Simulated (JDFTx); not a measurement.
GaGe in JDFTx: convergence with smearing width

The system is GaGe.

```xyz
2
Lattice="0.0000 2.8978 2.8978 2.8978 0.0000 2.8978 2.8978 2.8978 0.0000" Properties=species:S:1:pos:R:3 pbc="T T T"
Ge    0.0417    0.0179    0.0324
Ga    1.2907    1.4409    1.6169
```

The cell comes from a database or a generator and needn't be the stable form of this composition.

The cell isn't the ideal one: atoms moved at random, drawn with an rms of 0.15 Å.

```yaml
Program: JDFTx 1.7.0 (patched build)
Task: convergence study
Functional: BLYP
Potentials_or_basis: PseudoDojo-SR-PBE-0.5-standard with smoothed tails
Cutoff: 1088 eV
Density_cutoff: 8708 eV
k_mesh: 5 × 5 × 5
Occupations: fermi-dirac, width 0.3 eV
Spin: no spin polarisation
```

These are the settings of the first run; the series varies smearing width, with any setting tied to it.

Hardware: 1 thread of Arm Neoverse V1, on a shared host.

Q: The values tried are 0.3 eV, 0.2 eV, 0.15 eV, 0.1 eV, 0.05 eV, 0.025 eV, 0.01 eV, loosest first. From which on does the pressure stay within 0.1 GPa of the tightest run that finished?

A: From 0.15 eV on.

```tsv
smearing width	energy less the tightest run, at zero smearing (meV/atom)	pressure (GPa)	SCF cycles	CPU time (s)	peak memory (GiB)
0.3 eV	-7.16	4.18	12	300	0.27
0.2 eV	-3.39	3.93	12	280	0.27
0.15 eV	-1.72	3.84	13	300	0.27
0.1 eV	-0.44	3.78	13	300	0.27
0.05 eV	0.03	3.74	13	300	0.27
0.025 eV	-0.01	3.74	13	300	0.27
0.01 eV	0.00	3.75	13	300	0.27
```

Against the tightest run, the energy stays within 1 meV/atom from 0.1 eV on. Narrower smearing needs a denser k mesh, so at a fixed mesh the narrowest width isn't the most accurate. The tightest run that finished is the yardstick and may itself not be fully converged.

Caveat, for the tightest run too: the k mesh is coarse (spacing up to 0.38 Å⁻¹), so the values aren't converged; the cores' own exchange energy is taken off the total, which shifts forces and pressure where cores overlap; the potentials were made for another functional, which shifts forces and pressure.
